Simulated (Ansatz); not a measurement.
# C: pressure up to the limit of the methods

An exercise on one series of results from a longer session: the logs are not shown, and one member is left open.

Computed with Ansatz 0.2.0 (DFT PBEsol, with the methods named in each step, unless a step's input says otherwise).

1 further run of the same task is left out (it didn't finish). Runs told in other sessions of the task aren't counted.

### Starting point

The structure is cubic, space group Fm-3m (No. 225). Conventional cell: a = 2.962 Å, b = 2.962 Å, c = 2.962 Å, α = 90.00°, β = 90.00°, γ = 90.00°. C (site symmetry m-3m) has 12 C at 2.09 Å in its first shell of neighbours.

Structure file:

```cif
data_structure
_symmetry_space_group_name_H-M 'P 1'
_symmetry_Int_Tables_number 1
_cell_length_a 2.0948
_cell_length_b 2.0948
_cell_length_c 2.0948
_cell_angle_alpha 60.000
_cell_angle_beta 60.000
_cell_angle_gamma 60.000
_cell_volume 6.50
loop_
_atom_site_label
_atom_site_type_symbol
_atom_site_fract_x
_atom_site_fract_y
_atom_site_fract_z
_atom_site_occupancy
C1 C 0.00000 0.00000 0.00000 1
```

Whether this phase is the stable one at these pressures isn't tested.

Set-up of the first run:

input.yaml reads:

```yaml
crystal:
  lattice:
    - [0.0, 1.4812480342, 1.4812480342]
    - [1.4812480342, 0.0, 1.4812480342]
    - [1.4812480342, 1.4812480342, 0.0]
  atoms:
    - { symbol: C, position: [0.0, 0.0, 0.0] }
kpoints:
  mp_grid: { grid: [24, 24, 24] }
scf:
  occupations: { method: fermi_dirac, width: 0.08 }
hamiltonian:
  xc: pbesol
  pseudopotentials: { kind: paw }
output:
  forces: true
  stress: true
relax:
  f_tol: 0.005
  max_steps: 40
  cell: {}
```

Launch:

```sh
> ansatz run input.yaml --threads 1 --pin off --max-ram 2048MiB --backend cpu --events-out ev --progress --plain --runs-dir out
```

Steps of the session up to this table: Cell relaxed at zero pressure, PAW; Volume scaled by 1, PAW; Volume scaled by 0.92, PAW; Volume scaled by 0.84, PAW; Volume scaled by 0.76, PAW; Volume scaled by 0.68, PAW; Volume scaled by 0.6, PAW; Volume scaled by 0.52, PAW; Volume scaled by 0.45, PAW; Volume scaled by 0.45, PAW (core large).

One of the session's tables, all rows but one given; the rest of the session is left out.

 The rows PAW, 0.45 and PAW (core large), 0.45 agree to the last digit and may rest on the same set-up.

| method | volume over the first | volume (Å³/atom) | pressure (GPa) |
| --- | --- | --- | --- |
| PAW | 1 | 7.006 | 0.03 |
| PAW | 0.92 | 6.446 | 16.21 |
| PAW | 0.84 | ? | ? |
| PAW | 0.76 | 5.325 | 75.96 |
| PAW | 0.68 | 4.764 | 131.40 |
| PAW | 0.6 | 4.204 | 217.34 |
| PAW | 0.52 | 3.643 | 353.72 |
| PAW | 0.45 | 3.153 | 564.66 |
| PAW (core large) | 0.45 | 3.153 | 564.66 |

**Question.** Estimate the row for PAW, 0.84.

As computed: volume (Å³/atom): 5.885; pressure (GPa): 39.90. In the column «volume (Å³/atom)» it lies between PAW, 0.76 (5.325) and PAW, 0.92 (6.446).

Limits of these values: At pressures up to 565 GPa the PAW spheres may overlap and frozen cores may not hold, so those PAW values are rough without an all-electron check.
